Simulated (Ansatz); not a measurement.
# CH₂InN (SMILES N#[C][InH2]): single points off equilibrium

A test off equilibrium: a structure displaced at random from a GFN2-xTB minimum is computed at several levels, and each is set against CCSD(T).

The runs use Ansatz 0.2.0, Gaussian basis; single points in def2-TZVPP.

Correlated methods freeze the cores. Filled d shells of the heavier atoms are correlated. Core potentials replace the inner electrons past krypton, and spin-orbit coupling is left out.

**1. Where the work starts**

SMILES `N#[C][InH2]`, 5 atoms, charge 0, spin multiplicity 1.

Atoms are counted from 1 here; the program's logs count them from 0.

Bond lengths: N1–C2 1.156 Å, C2–In3 2.162 Å, In3–H4 1.719 Å, In3–H5 1.737 Å. Angles: N1–C2–In3 179.3°, C2–In3–H4 116.5°, C2–In3–H5 117.6°, H4–In3–H5 125.9°.

As a file:

```
N     0.1293   -1.9612    1.6162
C     0.0793   -1.0687    0.8839
In   -0.0308    0.5882   -0.5001
H    -0.9879    0.3479   -1.9076
H     0.8919    2.0110   -0.1261
```

**2. CCSD(T)/def2-TZVPP**

run/in.yaml

```yaml
crystal:
  periodic: [false, false, false]
  atoms:
    - {symbol: N, position_ang: [0.129300, -1.961200, 1.616200]}
    - {symbol: C, position_ang: [0.079300, -1.068700, 0.883900]}
    - {symbol: In, position_ang: [-0.030800, 0.588200, -0.500100]}
    - {symbol: H, position_ang: [-0.987900, 0.347900, -1.907600]}
    - {symbol: H, position_ang: [0.891900, 2.011000, -0.126100]}
basis:
  gaussian: {orbitals: def2-TZVPP}
correlation: {method: ccsd_t}
output: {forces: true}
```

Run with:

```
> ansatz run in.yaml --threads 4 --pin off --events-out ev --progress --plain --max-ram 5222MiB
```

**3. PBE0-D4/def2-TZVPP**

run/in.yaml, as its differences from that of step 2:

```diff
@@ -10,3 +10,3 @@
   gaussian: {orbitals: def2-TZVPP}
-correlation: {method: ccsd_t}
-output: {forces: true}
+hamiltonian: {xc: pbe0, dispersion: d4}
+output: {forces: true, orbitals: {seedname: orbitals}}
```

**4. wB97M-V/def2-TZVPP**

run/in.yaml, as its differences from that of step 3:

```diff
@@ -10,3 +10,3 @@
   gaussian: {orbitals: def2-TZVPP}
-hamiltonian: {xc: pbe0, dispersion: d4}
-output: {forces: true, orbitals: {seedname: orbitals}}
+hamiltonian: {xc: {name: wB97M-V}}
+output: {forces: true}
```

**5. r2SCAN-D4/def2-TZVPP**

run/in.yaml, as its differences from that of step 4:

```diff
@@ -10,3 +10,3 @@
   gaussian: {orbitals: def2-TZVPP}
-hamiltonian: {xc: {name: wB97M-V}}
+hamiltonian: {xc: r2scan, dispersion: d4}
 output: {forces: true}
```

**6. PBE-D4/def2-TZVPP**

run/in.yaml, as its differences from that of step 5:

```diff
@@ -10,3 +10,3 @@
   gaussian: {orbitals: def2-TZVPP}
-hamiltonian: {xc: r2scan, dispersion: d4}
+hamiltonian: {xc: pbe, dispersion: d4}
 output: {forces: true}
```

**7. LC-wPBE/def2-TZVPP**

run/in.yaml, as its differences from that of step 6:

```diff
@@ -10,3 +10,3 @@
   gaussian: {orbitals: def2-TZVPP}
-hamiltonian: {xc: pbe, dispersion: d4}
+hamiltonian: {xc: {name: LC-wPBE}}
 output: {forces: true}
```

**8. SPW92/def2-TZVPP**

run/in.yaml, as its differences from that of step 7:

```diff
@@ -10,3 +10,3 @@
   gaussian: {orbitals: def2-TZVPP}
-hamiltonian: {xc: {name: LC-wPBE}}
+hamiltonian: {xc: lda}
 output: {forces: true}
```

(Steps that only read results are left out.)

Before running it: what results should come out? Wanted: energy less free atoms, CCSD(T)/def2-TZVPP; RMS force component; RMS force error; HOMO and LUMO, PBE0-D4; T1 diagnostic.

**Answer**, as computed:

```
                                  quantity                                                                                         value
energy less free atoms, CCSD(T)/def2-TZVPP                                                                               -375.2 kcal/mol
                       RMS force component                                                          0.145 to 0.611 eV/Å over the methods
                           RMS force error  PBE0-D4 0.574, wB97M-V 0.665, r2SCAN-D4 0.382, PBE-D4 0.094, LC-wPBE 0.829, SPW92 0.284 eV/Å
                    HOMO and LUMO, PBE0-D4                                                                            -8.94 and -2.64 eV
                             T1 diagnostic                                                                                         0.015
```

**Reading.** Against CCSD(T) the functionals' energies less atoms differ by -69.8 to -6.4 kcal/mol, PBE-D4 by -20.6 kcal/mol. The reference is not at the basis limit: in triple zeta CCSD(T) underbinds, which counts against methods that bind more; the gaps are no ranking. On forces the order runs from PBE-D4 to LC-wPBE. Frozen-core CCSD(T) forces in triple zeta carry basis errors of their own, and this is one geometry, so small gaps rank nothing.
